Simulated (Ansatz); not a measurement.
# AgRh (P-6m2) in Ansatz: reference runs

Reference runs on AgRh: the cell as given and a disturbed copy.

Everything below comes from runs of Ansatz 0.2.0. Logs are shortened: lines on timing, memory, paths and dates and some standing lists are left out, and cuts for length are marked.

## Step 1: The crystal as given

It takes space group P-6m2 (No. 187, hexagonal). Conventional cell: a = 2.778 Å, b = 2.778 Å, c = 4.809 Å, α = 90.00°, β = 90.00°, γ = 120.00°. Around Ag (site symmetry -6m2) lie 6 Ag at 2.78 Å and 6 Rh at 2.89 Å. Rh (site symmetry -6m2) has 6 Rh at 2.78 Å and 6 Ag at 2.89 Å as nearest neighbours.

The cell comes from a database or a generator and needn't be the stable form of this composition.

## Step 2: Single point, PBEsol

Input file input.yaml:

```yaml
crystal:
  lattice:
    - [2.7775881998, 0.0, 0.0]
    - [-1.3887940999, 2.4054619423, 0.0]
    - [0.0, 0.0, 4.808602]
  atoms:
    - { symbol: Ag, position: [0.0, 0.0, 0.5] }
    - { symbol: Rh, position: [0.6666666667, 0.3333333333, 0.0] }
hamiltonian:
  xc: pbesol
  pseudopotentials: { kind: paw }
kpoints:
  mp_grid: { grid: [11, 11, 6] }
scf:
  occupations: { method: fermi_dirac, width: 0.05 }
output:
  forces: true
  stress: true
  eigenvalues: true
  write_density: true
  write_potential: true
  elf: true
  volumetric_format: npy
```

Potentials or basis: Ansatz PAW.

Launch:

```
ansatz run input.yaml --threads 2 --pin off --max-ram 5632MiB --backend cpu --events-out ev --progress --plain --runs-dir out
```

Output:

```text
Warning: RAYON_NUM_THREADS=2 ignored (pool sized by the plan → 2); use --threads N
Engine: ansatz 0.2.0, aarch64-unknown-linux-gnu
Pseudopotentials: kind: paw
Pseudopotential: Ag, paw, valence charge 19, recommended cutoff 420 eV (normal), Ag.paw.azcp
Pseudopotential: Rh, paw, valence charge 17, recommended cutoff 420 eV (normal), Rh.paw.azcp
Functional definition: PBEsol
  exchange = pbesol_x
  correlation = pbesol_c
Crystal: 2 atoms, lattice volume = 32.128 Å³
Basis set: ecut = 420 eV, 641 PW (Γ), exchange–correlation on 40×40×72 points (8 copies of the dense FFT grid, shifted against one another)
Bands: 22, of which v1, the nominal top of the filled ones, is band 18 counted from 1 (17 counted from 0)
Symmetry: 12 space group operations
Space group: P-6m2 (ITA 187), of the structure as read, at distance tolerance 3.2e-5 Å
k-points: 64 of 726 (time reversal used)
Non-local potential: Ag, projectors of the file, l = 0: 3, l = 1: 2, l = 2: 2, l = 3: 1
Non-local potential: Rh, projectors of the file, l = 0: 3, l = 1: 2, l = 2: 2, l = 3: 1
PAW form: soft (Blöchl's): semilocal exchange-correlation on the pseudo side does not see the compensation charge
PAW frozen core: Ag, regenerated for the run's functional, and the local potential with it (the file was generated under x = pbe(κ = 0.804, μ = 0.2195149727645171), c = pbe(β = 0.06672455060314922))
PAW frozen core: Rh, regenerated for the run's functional, and the local potential with it (the file was generated under x = pbe(κ = 0.804, μ = 0.2195149727645171), c = pbe(β = 0.06672455060314922))
PAW one-centre angular grid: Ag, 590 points (default); XC on 64 Gauss nodes
PAW one-centre angular grid: Rh, 590 points (default); XC on 64 Gauss nodes
Initial density: superposition of atomic densities (neutral atoms: chi_scale 0, normalization atom), corrected by the library's trained network
Initial wavefunctions: pseudopotential atomic-orbital guess
Functional: x = pbesol(κ = 0.804, μ = 0.12345679012345678), c = pbesol(β = 0.046)
SCF iter   1: F=—  HF=-13860.386230 eV  |F-HF|=—  |Δ(HF+E_count)|=         —  Δρ=1.47e-2  dr2=4.14e-2  ethr=1.77e-3  ⟨swp⟩=5.3  Hψ=5441  notcnv=0
preconditioner: auto → Kerker (q_TF=auto, 2.781 Å⁻¹)  [metal: Δε(μ)=0.024 eV  Ē_g=9.022 eV  σ=0.050 eV  W_gap=0.12  n_scr=10 (ndim 8)  ℏωp=29.3 eV  f_vac=0.000  D(μ)=2.90/eV (n_scr^D=36)]
SCF iter   2: F=—  HF=-13860.377875 eV  |F-HF|=—  |Δ(HF+E_count)|=   8.35e-3  Δρ=5.46e-3  dr2=3.78e-3  ethr=1.15e-4  ⟨swp⟩=2.8  Hψ=2640  notcnv=0
SCF iter   3: F=—  HF=-13860.376450 eV  |F-HF|=—  |Δ(HF+E_count)|=   1.43e-3  Δρ=1.60e-3  dr2=4.70e-4  ethr=1.05e-5  ⟨swp⟩=2.6  Hψ=2211  notcnv=0
SCF iter   4: F=—  HF=-13860.376333 eV  |F-HF|=—  |Δ(HF+E_count)|=   1.18e-4  Δρ=4.67e-4  dr2=7.75e-5  ethr=1.31e-6  ⟨swp⟩=1.2  Hψ=1569  notcnv=0
SCF iter   5: F=—  HF=-13860.376305 eV  |F-HF|=—  |Δ(HF+E_count)|=   2.82e-5  Δρ=2.06e-4  dr2=3.58e-5  ethr=2.15e-7  ⟨swp⟩=2.1  Hψ=2032  notcnv=0
SCF iter   6: F=—  HF=-13860.376298 eV  |F-HF|=—  |Δ(HF+E_count)|=   6.30e-6  Δρ=7.49e-5  dr2=2.21e-6  ethr=9.93e-8  ⟨swp⟩=1.0  Hψ=1411  notcnv=0
SCF iter   7: F=-13860.376298 eV  HF=-13860.376298 eV  |F-HF|=2.54e-8  |Δ(HF+E_count)|=   4.71e-7  Δρ=1.76e-5  dr2=5.85e-8  ethr=2.78e-10  ⟨swp⟩=6.1  Hψ=9321  notcnv=0
SCF 1 converged in 7 iterations: F = -13860.376298 eV  dr2 = 5.85e-8
SCF converged after 7 iterations
Free energy (F): -13860.376298 eV
Harris-Foulkes:  -13860.376298 eV  (|F-HF|=2.54e-8)
Internal energy: -13860.350714 eV  (E = F + TS)
E sigma→0 (E₀):  -13860.363506 eV
Entropy (-TS):   -0.025584 eV (-12.792 meV/atom)
Fermi energy:    17.872157 eV
--- Per-component energies (eV) ---
  E_band       = -359.567014
  E_kinetic    = 1097.930039
  E_local      = -3885.071689  (includes V_loc(G=0)·N_el)
  E_nonlocal   = 440.607548
  E_hartree    = 1590.245091
  E_xc         = -402.700895
  E_vxc        = -510.205992  (∫ρ·V_xc dr)
  E_paw        = -7358.725770  (= ΣΔE_a)
  E_vpaw       = -683.307353  (= ΣTr[D̂ρ^β])
  E_aug_tail   = 0.001163  (compensation charges beyond the density's cutoff)
  E_ewald      = -5343.235140
  E_core_change = 0.598939  (= ΣΔE_core)
  E_smearing   = -0.025584  (= −TS)
  E_closure    = 0.000000  (closes the sum)
  Σ components = -13860.376298   (vs F -13860.376298, Δ=0.00e0)
--- Forces (eV/Å), atoms counted from 1 ---
  atom   1  Ag    -0.00000000    -0.00000000    -0.00000000
  atom   2  Rh     0.00000000     0.00000000     0.00000000
  max |Σ_I F_I| component: 3.70e-17 eV/Å
--- Stress (GPa, compression-positive) ---
      -10.536975       0.000000      -0.000000
        0.000000     -10.536975      -0.000000
       -0.000000      -0.000000     -10.725625
  P = ⅓ Tr σ = -10.5999 GPa (-105.999 kbar)
--- Band table (eV; the first three rows and the last of 64) ---
  k-point 0: bands = ["-73.5263", "-59.9456", "-37.0115", "-36.9311", "-36.9311", "-27.7088", "-27.7007", "-27.7007", "10.6491", "12.1649", "13.6827", "13.6827", "14.6434", "14.8607", "14.8607", "16.0934", "16.0934", "17.9930", "18.0097", "18.0097", "23.1883", "34.3513"]
  k-point 1: bands = ["-73.5263", "-59.9456", "-37.0112", "-36.9311", "-36.9311", "-27.7096", "-27.7007", "-27.7007", "10.8423", "12.2124", "13.6732", "13.6732", "14.5584", "14.8394", "14.8394", "16.1412", "16.1412", "17.1260", "18.0025", "18.0025", "24.4365", "33.7124"]
  k-point 2: bands = ["-73.5263", "-59.9457", "-37.0106", "-36.9311", "-36.9311", "-27.7111", "-27.7007", "-27.7007", "11.3100", "12.3799", "13.6554", "13.6554", "14.2311", "14.7960", "14.7960", "15.8528", "16.2402", "16.2402", "17.9837", "17.9837", "26.9701", "32.3499"]
  k-point 63: bands = ["-73.5035", "-59.8905", "-37.0880", "-37.0501", "-36.9835", "-28.0178", "-27.9406", "-27.6492", "12.9364", "13.2162", "13.5308", "13.5388", "13.9685", "15.4369", "15.9511", "16.4161", "16.7710", "17.9116", "22.7175", "24.1419", "24.9729", "26.1241"]
```

Wall time 2.5 s (2 threads of Arm Neoverse V2, shared host); peak memory 0.34 GiB.

Results:

- Free energy: -13860.3763 eV
- Pressure: -10.6 GPa
- Band gap on the k mesh: none (metal or under the smearing width)

Caveat: the PAW data sets come from PBE, with cores solved anew for the run's functional, which leaves a small shift of forces and pressure.

## Step 3: Single point, PBEsol (atoms moved at random, drawn with an rms of 0.05 Å)

Input file input.yaml:

```yaml
crystal:
  lattice:
    - [2.7775881998, 0.0, 0.0]
    - [-1.3887940999, 2.4054619423, 0.0]
    - [0.0, 0.0, 4.808602]
  atoms:
    - { symbol: Ag, position: [-0.027288, -0.004797, 0.503449] }
    - { symbol: Rh, position: [0.671329, 0.314522, -0.008859] }
hamiltonian:
  xc: pbesol
  pseudopotentials: { kind: paw }
kpoints:
  mp_grid: { grid: [11, 11, 6] }
scf:
  occupations: { method: fermi_dirac, width: 0.05 }
output:
  forces: true
  stress: true
  eigenvalues: true
```

Potentials or basis: Ansatz PAW.

Launch:

```
ansatz run input.yaml --threads 2 --pin off --max-ram 5632MiB --backend cpu --events-out ev --progress --plain --runs-dir out
```

Output:

```text
Warning: RAYON_NUM_THREADS=2 ignored (pool sized by the plan → 2); use --threads N
Engine: ansatz 0.2.0, aarch64-unknown-linux-gnu
Pseudopotentials: kind: paw
Pseudopotential: Ag, paw, valence charge 19, recommended cutoff 420 eV (normal), Ag.paw.azcp
Pseudopotential: Rh, paw, valence charge 17, recommended cutoff 420 eV (normal), Rh.paw.azcp
Functional definition: PBEsol
  exchange = pbesol_x
  correlation = pbesol_c
Crystal: 2 atoms, lattice volume = 32.128 Å³
Basis set: ecut = 420 eV, 641 PW (Γ), exchange–correlation on 40×40×72 points (8 copies of the dense FFT grid, shifted against one another)
Bands: 22, of which v1, the nominal top of the filled ones, is band 18 counted from 1 (17 counted from 0)
Symmetry: 1 space group operations
Space group: P1 (ITA 1), of the structure as read, at distance tolerance 3.2e-5 Å
k-points: 364 of 726 (time reversal used)
[... 40 lines left out ...]
  E_smearing   = -0.025646  (= −TS)
  E_closure    = 0.000000  (closes the sum)
  Σ components = -13860.359418   (vs F -13860.359418, Δ=0.00e0)
--- Forces (eV/Å), atoms counted from 1 ---
  atom   1  Ag     0.10374671    -0.04426878    -0.37035915
  atom   2  Rh    -0.10374677     0.04426891     0.37035817
  max |Σ_I F_I| component: 9.85e-7 eV/Å
--- Stress (GPa, compression-positive) ---
      -10.163758      -0.513434      -0.316925
       -0.513435     -10.508316       0.131161
       -0.316926       0.131160      -9.929112
  P = ⅓ Tr σ = -10.2004 GPa (-102.004 kbar)
--- Band table (eV; the first three rows and the last of 364) ---
  k-point 0: bands = ["-73.5307", "-59.9433", "-37.0176", "-36.9428", "-36.9274", "-27.7098", "-27.7070", "-27.6882", "10.6479", "12.1597", "13.6709", "13.6767", "14.6384", "14.7951", "14.9006", "16.0909", "16.1117", "17.9729", "18.0004", "18.0579", "23.1770", "34.3342"]
  k-point 1: bands = ["-73.5307", "-59.9434", "-37.0173", "-36.9428", "-36.9274", "-27.7102", "-27.7073", "-27.6882", "10.8406", "12.2067", "13.6637", "13.6669", "14.5451", "14.8014", "14.8634", "16.1436", "16.1495", "17.1351", "17.9827", "18.0299", "24.4230", "33.7509"]
  k-point 2: bands = ["-73.5307", "-59.9434", "-37.0168", "-36.9427", "-36.9274", "-27.7113", "-27.7078", "-27.6883", "11.3057", "12.3741", "13.6436", "13.6556", "14.2248", "14.7828", "14.7927", "15.8639", "16.2202", "16.2624", "17.9729", "17.9987", "26.9419", "32.3976"]
  k-point 363: bands = ["-73.5115", "-59.8966", "-37.1096", "-36.9947", "-36.9929", "-28.0553", "-27.8131", "-27.6583", "12.1771", "12.6556", "13.4552", "14.1827", "14.4650", "15.0422", "15.7226", "16.6847", "17.5348", "17.7375", "19.3055", "22.7109", "25.2215", "26.9252"]
```

It took 9.3 s on 2 threads of Arm Neoverse V2, shared host; peak memory 0.51 GiB.

Results:

```
Free energy            : -13860.3594 eV
Pressure               : -10.2 GPa
Largest force          : 0.387 eV/Å
Band gap on the k mesh : none (metal or under the smearing width)
```

Forces on the atoms (eV/Å):
```
Ag   0.104 -0.044 -0.370
Rh  -0.104  0.044  0.370
```

Stress tensor (GPa, compression positive):
```
-10.16  -0.51  -0.32
 -0.51 -10.51   0.13
 -0.32   0.13  -9.93
```

Caveat: the PAW data sets come from PBE, with cores solved anew for the run's functional, which leaves a small shift of forces and pressure.
